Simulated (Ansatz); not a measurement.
# AlAsH4: functionals against CCSD(T) at one geometry

The task here is to estimate one member of a computed series from the others.

Method: single points in def2-TZVPP; program: Ansatz 0.2.0, Gaussian basis.

Cores are frozen in the correlated methods. Filled d shells of the heavier atoms are correlated.

### Starting geometry

SMILES `[AlH2][AsH2]`, 6 atoms, charge 0, spin multiplicity 1.

Atoms are counted from 1 here; the program's logs count them from 0.

Bond lengths: Al1–As2 2.489 Å, Al1–H3 1.590 Å, Al1–H4 1.617 Å, As2–H5 1.621 Å, As2–H6 1.587 Å. Angles: As2–Al1–H3 119.2°, As2–Al1–H4 131.7°, H3–Al1–H4 109.0°, Al1–As2–H5 81.5°, Al1–As2–H6 79.1°, H5–As2–H6 86.4°.

Coordinates:

```xyz
6
charge 0, multiplicity 1
Al   -0.3490   -0.8324   -0.1437
As   -0.3640    1.6497   -0.3219
H     0.8461   -1.5468    0.6234
H    -1.3175   -1.9615   -0.7765
H     1.2025    1.3964   -0.6546
H     0.0334    1.4607    1.2031
```

Set-up of the first run:

The input, run/in.yaml:

```yaml
crystal:
  periodic: [false, false, false]
  atoms:
    - {symbol: Al, position_ang: [-0.349000, -0.832400, -0.143700]}
    - {symbol: As, position_ang: [-0.364000, 1.649700, -0.321900]}
    - {symbol: H, position_ang: [0.846100, -1.546800, 0.623400]}
    - {symbol: H, position_ang: [-1.317500, -1.961500, -0.776500]}
    - {symbol: H, position_ang: [1.202500, 1.396400, -0.654600]}
    - {symbol: H, position_ang: [0.033400, 1.460700, 1.203100]}
basis:
  gaussian: {orbitals: def2-TZVPP}
correlation: {method: ccsd_t}
output: {forces: true}
```

The command line of these runs was not kept.

Steps of the session up to this table: CCSD(T)/def2-TZVPP; PBE0-D4/def2-TZVPP; wB97M-V/def2-TZVPP; r2SCAN-D4/def2-TZVPP; PBE-D4/def2-TZVPP; BLYP-D4/def2-TZVPP; wB97X-V/def2-TZVPP.

One table of the session follows, with a row left open; its other results are not shown here.

| method | RMS force component (eV/Å) | angle to CCSD(T) forces (°) | dipole (D) |
| --- | --- | --- | --- |
| CCSD(T) | 0.596 | reference | 0.39 |
| PBE0-D4 | 0.569 | 2.6 | 0.41 |
| wB97M-V | 0.628 | 2.9 | 0.45 |
| r2SCAN-D4 | 0.567 | 2.0 | 0.39 |
| PBE-D4 | 0.437 | 8.5 | 0.49 |
| BLYP-D4 | ? | ? | ? |
| wB97X-V | 0.645 | 3.1 | 0.36 |

Q: Estimate the row for BLYP-D4 from the others.

**Answer.** RMS force component (eV/Å): 0.438; angle to CCSD(T) forces (°): 11.4; dipole (D): 0.58. In the column «RMS force component (eV/Å)» it lies between PBE-D4 (0.437) and r2SCAN-D4 (0.567).
